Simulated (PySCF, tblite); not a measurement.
# C11H14O2: NMR shifts, part 2 of 2

tblite 0.8.0 and PySCF 2.14.0. Atoms count from 0. Earlier steps stand in the parts before.

### 5 NMR shifts: GIAO KT3/pcSseg-2

The job: settings as JSON, then the geometry in Å.

```
{"job": {"kind": "nmr", "xc": "KT3", "basis": "pcSseg-2", "pop": false}, "charge": 0, "multiplicity": 1}
C     -2.593709     0.140626    -1.739291
C     -2.341481    -0.160953    -0.266828
C     -2.978490     0.876231     0.650351
C     -2.826035    -1.558796     0.086404
O     -0.910967    -0.235512    -0.015598
C     -0.108509     0.813418    -0.194098
O     -0.464396     1.903588    -0.573783
C      1.309604     0.488438     0.134973
C      1.703434    -0.773610     0.592552
C      3.042108    -1.019022     0.886282
C      3.989966    -0.008169     0.723644
C      3.599395     1.251396     0.266892
C      2.262555     1.499687    -0.026273
H     -2.244911     1.146726    -2.002020
H     -3.670951     0.072241    -1.950789
H     -2.073284    -0.594002    -2.371772
H     -2.719530     0.665986     1.698862
H     -2.642836     1.889279     0.397833
H     -4.073071     0.829715     0.552685
H     -2.603589    -1.789251     1.138422
H     -3.911968    -1.634752    -0.066248
H     -2.329954    -2.309488    -0.545725
H      0.951178    -1.553790     0.714036
H      3.349272    -2.004224     1.244466
H      5.039998    -0.203259     0.954526
H      4.342011     2.042235     0.139410
H      1.926016     2.474652    -0.384150
```

With the program's defaults for keys left out, this is: GIAO KT3/pcSseg-2 NMR shielding, non-relativistic, gas phase.

What it wrote:

```text
start: PBE on a coarse grid of 21727 points
cycle   1  E = -577.2736373596  dE =  1.612e+00  |g| = 1.192e+00  |ddm| = 3.737e+00
cycle   2  E = -576.2842080579  dE =  9.894e-01  |g| = 2.461e+00  |ddm| = 4.958e+00
cycle   3  E = -577.4668232544  dE = -1.183e+00  |g| = 7.005e-01  |ddm| = 4.445e+00
cycle   4  E = -577.5636649034  dE = -9.684e-02  |g| = 1.773e-01  |ddm| = 5.780e-01
cycle   5  E = -577.5662541257  dE = -2.589e-03  |g| = 1.246e-01  |ddm| = 1.903e-01
cycle   6  E = -577.5693644200  dE = -3.110e-03  |g| = 2.213e-02  |ddm| = 8.684e-02
cycle   7  E = -577.5694495787  dE = -8.516e-05  |g| = 1.128e-02  |ddm| = 2.538e-02
cycle   8  E = -577.5694831749  dE = -3.360e-05  |g| = 3.090e-03  |ddm| = 1.068e-02
final grid: 200195 points
cycle   9  E = -587.3138669477  dE = -4.370e-02  |g| = 1.723e-01  |ddm| = 4.668e+00
cycle  10  E = -587.2949087616  dE =  1.896e-02  |g| = 3.593e-01  |ddm| = 4.717e-01
cycle  11  E = -587.3186281778  dE = -2.372e-02  |g| = 4.805e-02  |ddm| = 3.389e-01
cycle  12  E = -587.3190139752  dE = -3.858e-04  |g| = 2.134e-02  |ddm| = 4.589e-02
cycle  13  E = -587.3190954797  dE = -8.150e-05  |g| = 4.954e-03  |ddm| = 1.673e-02
cycle  14  E = -587.3191021672  dE = -6.687e-06  |g| = 1.487e-03  |ddm| = 5.399e-03
cycle  15  E = -587.3191036185  dE = -1.451e-06  |g| = 6.251e-04  |ddm| = 1.753e-03
cycle  16  E = -587.3191030063  dE =  6.122e-07  |g| = 2.043e-04  |ddm| = 9.695e-04
cycle  17  E = -587.3191032360  dE = -2.297e-07  |g| = 5.613e-05  |ddm| = 7.692e-04
converged SCF energy = -587.3191032360

GIAO shielding tensors (ppm)
atom      isotropic    diamagn.    paramagn.     s11        s22        s33       span
  0 C      155.227     244.868     -89.641    136.826    146.861    181.993     45.168
  1 C       98.869     244.429    -145.560     73.429     77.820    145.357     71.928
  2 C      155.135     244.415     -89.279    136.806    146.788    181.811     45.005
  3 C      149.334     241.653     -92.319    131.981    134.989    181.032     49.051
  4 O       92.728     404.148    -311.420    -32.932    116.655    194.461    227.393
  5 C       20.203     263.156    -242.953    -64.811     60.704     64.716    129.527
  6 O      -53.838     403.151    -456.989   -299.211   -174.740    312.438    611.648
  7 C       51.404     262.218    -210.814    -37.486     38.004    153.694    191.180
  8 C       54.049     265.128    -211.079    -42.842     35.193    169.795    212.637
  9 C       55.948     258.164    -202.216    -47.620     47.443    168.020    215.640
 10 C       51.458     254.149    -202.692    -54.131     40.256    168.247    222.378
 11 C       55.425     256.489    -201.065    -47.499     45.850    167.923    215.422
 12 C       52.518     261.173    -208.655    -50.823     34.290    174.085    224.908
 13 H       28.439      33.191      -4.752     23.233     29.029     33.056      9.823
 14 H       30.317      27.113       3.204     26.903     27.953     36.095      9.192
 15 H       30.307      33.554      -3.247     27.561     28.235     35.126      7.565
 16 H       30.308      33.133      -2.824     27.592     28.225     35.108      7.517
 17 H       28.372      32.910      -4.538     23.127     28.990     33.001      9.874
 18 H       30.320      26.896       3.423     26.889     27.991     36.079      9.190
 19 H       29.876      32.520      -2.644     27.135     27.605     34.888      7.753
 20 H       30.297      26.877       3.420     26.945     28.223     35.724      8.778
 21 H       29.878      32.724      -2.846     27.138     27.601     34.894      7.756
 22 H       23.317      40.229     -16.913     18.584     21.790     29.576     10.991
 23 H       24.055      28.948      -4.894     20.631     24.068     27.465      6.834
 24 H       23.954      22.181       1.773     20.915     24.034     26.914      5.999
 25 H       23.982      24.695      -0.713     20.595     24.264     27.088      6.493
 26 H       23.023      34.737     -11.713     18.953     21.834     28.283      9.330
```

Run time: 30 s. Hardware: 2 threads of AMD EPYC 7B13, shared host; peak memory 1.3 GiB.

### 6 NMR shifts: GIAO PBE0/pcSseg-1 in chloroform

Settings changed since step 5:

```diff
@@ -1,2 +1,2 @@
-{"job": {"kind": "nmr", "xc": "KT3", "basis": "pcSseg-2", "pop": false}, "charge": 0, "multiplicity": 1}
+{"job": {"kind": "nmr", "xc": "PBE0", "basis": "pcSseg-1", "pop": false, "solvent": "chloroform"}, "charge": 0, "multiplicity": 1}
 C     -2.593709     0.140626    -1.739291
```

Level: GIAO PBE0/pcSseg-1 NMR shielding, non-relativistic, IEF-PCM chloroform.

What it wrote:

```text
start: PBE on a coarse grid of 21727 points
cycle   1  E = -576.9020232214  dE =  1.624e+00  |g| = 1.133e+00  |ddm| = 4.964e+00
cycle   2  E = -576.1398353448  dE =  7.622e-01  |g| = 2.234e+00  |ddm| = 3.229e+00
cycle   3  E = -577.0978564710  dE = -9.580e-01  |g| = 5.823e-01  |ddm| = 2.615e+00
cycle   4  E = -577.1649711848  dE = -6.711e-02  |g| = 1.460e-01  |ddm| = 5.740e-01
cycle   5  E = -577.1671360686  dE = -2.165e-03  |g| = 9.150e-02  |ddm| = 1.561e-01
cycle   6  E = -577.1687872568  dE = -1.651e-03  |g| = 1.542e-02  |ddm| = 8.371e-02
cycle   7  E = -577.1688292596  dE = -4.200e-05  |g| = 6.784e-03  |ddm| = 1.928e-02
final grid: 200195 points
cycle   8  E = -577.3448899033  dE = -7.672e-03  |g| = 6.737e-02  |ddm| = 4.591e-01
cycle   9  E = -577.3438478915  dE =  1.042e-03  |g| = 1.013e-01  |ddm| = 1.282e-01
cycle  10  E = -577.3458006154  dE = -1.953e-03  |g| = 1.357e-02  |ddm| = 8.780e-02
cycle  11  E = -577.3458316963  dE = -3.108e-05  |g| = 5.242e-03  |ddm| = 1.400e-02
cycle  12  E = -577.3458361973  dE = -4.501e-06  |g| = 1.547e-03  |ddm| = 4.578e-03
cycle  13  E = -577.3458375226  dE = -1.325e-06  |g| = 3.965e-04  |ddm| = 1.705e-03
cycle  14  E = -577.3458373386  dE =  1.840e-07  |g| = 1.582e-04  |ddm| = 4.744e-04
cycle  15  E = -577.3458371287  dE =  2.099e-07  |g| = 3.202e-05  |ddm| = 1.836e-04
converged SCF energy = -577.3458371287

GIAO shielding tensors (ppm)
atom      isotropic    diamagn.    paramagn.     s11        s22        s33       span
  0 C      158.350     248.716     -90.366    139.450    150.266    185.333     45.882
  1 C      104.804     235.625    -130.821     78.260     82.340    153.812     75.552
  2 C      158.272     248.557     -90.285    139.454    150.205    185.157     45.703
  3 C      152.418     248.646     -96.228    133.924    138.774    184.556     50.632
  4 O       96.540     410.438    -313.898    -47.199    130.288    206.532    253.731
  5 C       14.294     252.801    -238.506    -76.691     53.010     66.564    143.254
  6 O      -63.206     405.826    -469.031   -321.688   -190.156    322.227    643.914
  7 C       49.426     262.263    -212.837    -46.354     36.396    158.235    204.589
  8 C       48.836     250.468    -201.632    -54.841     23.958    177.391    232.232
  9 C       50.569     254.925    -204.356    -59.585     34.892    176.399    235.984
 10 C       44.731     254.047    -209.316    -67.959     25.746    176.407    244.367
 11 C       50.423     254.250    -203.828    -59.078     33.762    176.584    235.662
 12 C       47.857     245.613    -197.756    -62.778     25.760    180.589    243.366
 13 H       28.417      31.451      -3.034     23.007     29.025     33.218     10.210
 14 H       30.068      29.605       0.463     26.340     27.527     36.338      9.999
 15 H       30.033      31.348      -1.315     27.015     27.826     35.257      8.242
 16 H       30.039      31.162      -1.122     27.043     27.835     35.241      8.198
 17 H       28.356      31.311      -2.955     22.905     28.996     33.167     10.262
 18 H       30.070      29.464       0.606     26.327     27.558     36.325      9.998
 19 H       29.622      31.255      -1.632     26.509     27.290     35.067      8.558
 20 H       30.039      29.776       0.263     26.277     27.813     36.026      9.749
 21 H       29.624      31.302      -1.677     26.513     27.287     35.074      8.560
 22 H       22.954      34.918     -11.964     17.767     21.931     29.163     11.395
 23 H       23.542      30.092      -6.551     19.786     23.968     26.870      7.084
 24 H       23.418      27.307      -3.888     20.082     23.970     26.203      6.122
 25 H       23.487      27.800      -4.313     19.756     24.215     26.490      6.734
 26 H       22.784      32.747      -9.963     18.264     21.995     28.094      9.830
```

Run time: 14 s. Hardware: 2 threads of AMD EPYC 7B13, shared host; peak memory 1 GiB.

### 7 What came out

What follows sums up all 2 parts.

| quantity | value |
| --- | --- |
| point group | Cs |
| rotational constants (main isotopes) | 1.92, 0.44, 0.39 GHz |
| 13C shifts against TMS (PBE0/pcSseg-2, means over atoms taken as alike) | 173.2, 142.3, 141.4, 140.6, 137.1, 82.2, 29.0 ppm |
| 1H shifts against TMS (PBE0/pcSseg-2, means over atoms taken as alike) | 8.52, 7.73, 7.64, 1.57 ppm |
| 17O shifts against H2O (PBE0/pcSseg-2) | 406.2, 231.5 ppm |
| measured, and computed on the same scale | C1 δ 80.7, 82.2; C0 δ 28.2, 29.0; H13 δ 1.58, 1.57 ppm |

What this shows: Over 4 steps the energy fell by 0.056 eV; of the close pairs, C0–H14 changed most, 1.086 to 1.100 Å (PBE0/def2-SVP). At PBE0/pcSseg-2: Shielding is most anisotropic at O6 (span 678 ppm, paramagnetic term -482 ppm). Against the measured 13C shifts the unscaled results are off by 1.2 ppm on average (signed mean +1.2, 2 signals). The one measured 1H shift is missed by -0.01 ppm (computed less measured, unscaled). Vibration, temperature and solvent are missing from the calculation, and it holds one conformer, so part of the miss against the measured shifts is not the functional's. NICS(1)zz of -28 ppm above the planar ring from C7 marks a diatropic (aromatic) ring current.
